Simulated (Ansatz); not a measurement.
Crystal: AlFe3B.

```
Fe Al B
1.0
     3.82232    0.00000    0.00000
     0.00000    3.82232    0.00000
     0.00000    0.00000    3.82232
Fe Al B
3 1 1
Direct
  0.00000 0.00000 0.50000
  0.00000 0.50000 0.00000
  0.50000 0.00000 0.00000
  0.50000 0.50000 0.50000
  0.00000 0.00000 0.00000
```

The cell comes from a database or a generator and needn't be the stable form of this composition.

Base run:

| Item | Value |
| --- | --- |
| Program | Ansatz 0.2.0 |
| Functional | PBEsol |
| Potentials or basis | Ansatz PAW |
| Cutoff | 420 eV (not typed: the program's choice for these potentials) |
| k mesh | 6 × 6 × 6 |
| Occupations | fermi-dirac, width 0.05 eV |
| Spin | collinear spin, ferromagnetic start |
| Starting moments | [6.0, 6.0, 6.0, 0.0, 0.0] μB |
| Fixed moment | 18 μB |

Its results: pressure 115.7 GPa; site moments Fe +3.75; Al +1.12; B +0.67 μB.

Q: After a change of settings the same cell gave: pressure 4.1 GPa; site moments Fe +2.10; Al -0.06; B -0.10 μB. Which change was it?
A. fixed moment from 18 μB to 11.2 μB; moments at the start from [6.0, 6.0, 6.0, 0.0, 0.0] to [3.73, 3.73, 3.73, 0.0, 0.0]
B. fixed moment from 18 μB to 9 μB; moments at the start from [6.0, 6.0, 6.0, 0.0, 0.0] to [3.0, 3.0, 3.0, 0.0, 0.0]
C. fixed moment from 18 μB to 13.5 μB; moments at the start from [6.0, 6.0, 6.0, 0.0, 0.0] to [4.5, 4.5, 4.5, 0.0, 0.0]
D. fixed moment from 18 μB to 6.8 μB; moments at the start from [6.0, 6.0, 6.0, 0.0, 0.0] to [2.27, 2.27, 2.27, 0.0, 0.0]

A: D.

Caveats: the total moment is fixed, so each spin has its own Fermi level; the PAW data sets come from PBE, with cores solved anew for the run's functional, which leaves a small shift of forces and pressure; the thresholds are loose for stress; a pressure of tens of GPa on the cell as given is suspect, and the run, the potentials or the cell itself is likely at fault (some runs).
